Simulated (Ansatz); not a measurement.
# BF2H4N: the cost of one run

All numbers below are computed with Ansatz 0.2.0 (RKS PBE0/def2-SVP).

1 further run of the same task is left out (it didn't finish).

## 1. Starting point

Bond lengths: B1–F2 1.670 Å, B1–H3 1.190 Å, B1–F4 1.320 Å, B1–N5 1.850 Å, N5–H6 1.060 Å, N5–H7 1.060 Å, N5–H8 1.170 Å. Angles: F2–B1–H3 120.0°, F2–B1–F4 120.0°, F2–B1–N5 71.6°, H3–B1–F4 120.0°, H3–B1–N5 97.0°, F4–B1–N5 101.2°, B1–N5–H6 120.0°, B1–N5–H7 120.0°, B1–N5–H8 72.7°, H6–N5–H7 120.0°, H6–N5–H8 144.1°, H7–N5–H8 59.1°.

Structure file:

```xyz
8

B     0.0000    0.0000    0.0000
F     0.0000    0.0000    1.6700
H     1.0305    0.0000   -0.5950
F    -1.1431    0.0000   -0.6600
N     0.0773   -1.7539    0.5833
H    -0.4410   -2.5119    0.0539
H     0.6400   -2.0009    1.4471
H     0.0473   -1.0728    1.5337
```

## 2. A restrained relaxation towards end A

Springs on the bonds that form and break draw the guess towards this end; the thresholds are loose.

File input.yaml:

```yaml
crystal:
  periodic: [false, false, false]
  atoms:
    - { symbol: B, position_ang: [0.0, 0.0, 0.0] }
    - { symbol: F, position_ang: [0.0, 0.0, 1.67] }
    - { symbol: H, position_ang: [1.0305, 0.0, -0.595] }
    - { symbol: F, position_ang: [-1.1431, 0.0, -0.66] }
    - { symbol: "N", position_ang: [0.0773, -1.7539, 0.5833] }
    - { symbol: H, position_ang: [-0.441, -2.5119, 0.0539] }
    - { symbol: H, position_ang: [0.64, -2.0009, 1.4471] }
    - { symbol: H, position_ang: [0.0473, -1.0728, 1.5337] }
basis:
  gaussian: { orbitals: def2-SVP }
hamiltonian:
  xc: pbe0
relax:
  f_tol: 0.15
  max_steps: 25
  restrain:
    - { distance: [0, 4], at: 2.75, k: 30.0 }
    - { distance: [7, 1], at: 2.12, k: 30.0 }
    - { distance: [0, 1], at: 1.32, k: 30.0 }
    - { distance: [7, 4], at: 1.06, k: 30.0 }
output:
  orbitals: {}
```

Started as:

```bash
$ ansatz run input.yaml --threads 1 --pin off --max-ram 2048MiB --backend cpu --events-out ev --progress --plain --runs-dir out
```

What time and memory should one allow on 1 thread of Arm Neoverse V2, shared host?

About 22 s, with a peak of 0.14 GiB.
